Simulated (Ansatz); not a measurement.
# Rb: the cost of one run

Method: DFT r2SCAN, scalar-relativistic, plane waves, PAW, in Ansatz 0.2.0.

### Step 1. Starting point

The structure is tetragonal, space group I4_1/amd (No. 141). The conventional cell has a = 8.791 Å, b = 8.791 Å, c = 4.796 Å, α = 90.00°, β = 90.00°, γ = 90.00°.

As a file:

```cif
data_structure
_symmetry_space_group_name_H-M 'P 1'
_symmetry_Int_Tables_number 1
_cell_length_a 6.6627
_cell_length_b 6.6627
_cell_length_c 6.6627
_cell_angle_alpha 97.442
_cell_angle_beta 97.442
_cell_angle_gamma 137.813
_cell_volume 185.32
loop_
_atom_site_label
_atom_site_type_symbol
_atom_site_fract_x
_atom_site_fract_y
_atom_site_fract_z
_atom_site_occupancy
Rb1 Rb 0.00000 0.00000 0.00000 1
Rb2 Rb 0.75000 0.25000 0.50000 1
```

This is candidate A: beta-tin type (I4_1/amd, No. 141).

(A quick probe on a coarse mesh, which set the mesh and smearing, is not shown.)

### Step 3. The relaxation (candidate A)

input.yaml reads:

```yaml
crystal:
  lattice:
    - [-4.3955742677, 4.3955742677, 2.3978669029]
    - [4.3955742677, -4.3955742677, 2.3978669029]
    - [4.3955742677, 4.3955742677, -2.3978669029]
  atoms:
    - { symbol: Rb, position: [0.0, 0.0, 0.0] }
    - { symbol: Rb, position: [0.75, 0.25, 0.5] }
basis:
  ecutwfc: 500
kpoints:
  mp_grid: { grid: [14, 14, 14] }
hamiltonian:
  xc: r2scan
scf:
  occupations: { method: gaussian, width: 0.1 }
output:
  forces: true
  stress: true
  eigenvalues: true
relax:
  adjacent_minimum: "off"
  f_tol: 0.01
  max_steps: 80
  cell: { stress_tol: 0.05 }
```

What time and memory should one allow on 1 thread of an Arm CPU, shared host?

About 5.4 min, with a peak of 1.4 GiB.
